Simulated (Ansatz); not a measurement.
# C2H5BrSi: the cost of one run

Program: Ansatz 0.2.0, Gaussian basis. Level of theory: the settings change from run to run. These are calculated values, not measurements.

### 1 The relaxed structure

The geometry comes from an earlier relaxation with PBE0-D4 in a triple-zeta def2 set; it is a stationary point, not always the lowest conformer.

SMILES `CC[Si]Br`, 9 atoms, charge 0, spin multiplicity 1.

Atoms are counted from 1 here; the program's logs count them from 0.

Bond lengths: C1–C2 1.518 Å, C1–H5 1.092 Å, C1–H6 1.093 Å, C1–H7 1.092 Å, C2–Si3 1.893 Å, C2–H8 1.104 Å, C2–H9 1.104 Å, Si3–Br4 2.262 Å. Angles: C2–C1–H5 111.2°, C2–C1–H6 111.5°, C2–C1–H7 111.2°, H5–C1–H6 107.9°, H5–C1–H7 106.9°, H6–C1–H7 107.9°, C1–C2–Si3 124.2°, C1–C2–H8 111.2°, C1–C2–H9 111.2°, Si3–C2–H8 102.6°, Si3–C2–H9 102.5°, H8–C2–H9 102.8°, C2–Si3–Br4 102.0°.

### 2 CCSD(T)/aug-cc-pVDZ

Set apart from the defaults: density fitting with cc-pVTZ-jkfit.

Input file in.yaml:

```yaml
crystal:
  periodic: [false, false, false]
  atoms:
    - {symbol: C, position_ang: [0.085148, 0.945053, -0.004187]}
    - {symbol: C, position_ang: [-0.334398, -0.397674, 0.566231]}
    - {symbol: Si, position_ang: [0.006286, -2.061614, -0.269122]}
    - {symbol: Br, position_ang: [1.086338, -1.428747, -2.153577]}
    - {symbol: H, position_ang: [-0.360495, 1.113697, -0.986263]}
    - {symbol: H, position_ang: [-0.215826, 1.769383, 0.647656]}
    - {symbol: H, position_ang: [1.167645, 0.998142, -0.134467]}
    - {symbol: H, position_ang: [0.077748, -0.548463, 1.578762]}
    - {symbol: H, position_ang: [-1.424047, -0.436077, 0.737866]}
basis:
  gaussian: {orbitals: aug-cc-pVDZ, fitting: {mean_field: cc-pVTZ-jkfit}}
hamiltonian: {xc: {name: HF}}
correlation: {method: ccsd_t}
```

On the command line:

```sh
$ ansatz run in.yaml --threads 4 --pin off --events-out ev --progress --plain --max-ram 10444MiB
```

What time and memory should one allow on 4 threads of Intel Xeon 6975P-C, shared host?

About 6 s, with a peak of 1.1 GiB.
